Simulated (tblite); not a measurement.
# C5H8N2SeSi: the cost of one run

Programs: tblite 0.8.0 and PySCF 2.14.0, with density-fitted response routines of our own. Each step states its level of theory. These are calculated values for one molecule in the gas phase, unless marked as measured. Atoms count from 0, in the outputs and in this text.

### Step 1. The starting structure

17 atoms, charge 0, multiplicity 1; geometry from: force field or distance geometry start.

Bonds of the start (Å): C0–N1 1.28, N1–Si2 1.79, Si2–Se3 2.30, Se3–C4 1.96, C4–C5 1.50, C5–C6 1.34, C5–C7 1.45, C7–N8 1.15, C0–H9 1.08, C0–H10 1.09, Si2–H11 1.47, Si2–H12 1.45, C4–H13 1.10, C4–H14 1.11, C6–H15 1.07, C6–H16 1.08.

### Step 2. Relaxing the molecule with GFN2-xTB

Job settings and geometry (Å):

```
{"job": {"kind": "relax", "xc": "GFN2-xTB", "basis": "xTB"}, "charge": 0, "multiplicity": 1}
C      2.048600     1.443700    -0.063200
N      1.628400     0.697600     0.884300
Si     1.693800    -1.085300     0.778500
Se     0.473200    -1.769700    -1.047200
C     -1.250900    -1.352600    -0.209200
C     -1.506000     0.130600    -0.208200
C     -1.620800     0.816400    -1.349100
C     -1.646200     0.822200     1.057300
N     -1.767500     1.364500     2.065100
H      2.427100     1.026200    -0.981000
H      1.987400     2.522300     0.044900
H      1.122700    -1.675700     2.002000
H      3.075200    -1.515300     0.628000
H     -1.272400    -1.767100     0.811000
H     -2.054500    -1.844200    -0.797000
H     -1.532200     0.315500    -2.289800
H     -1.812700     1.882900    -1.336300
```

Run with:

```bash
> OMP_NUM_THREADS=1 python probes_run.py task.json out
```

This one command runs all jobs of the session in turn.

Q: Estimate the wall time of this first job on 1 thread of Arm Neoverse N1, shared host.

About 2.2 s.
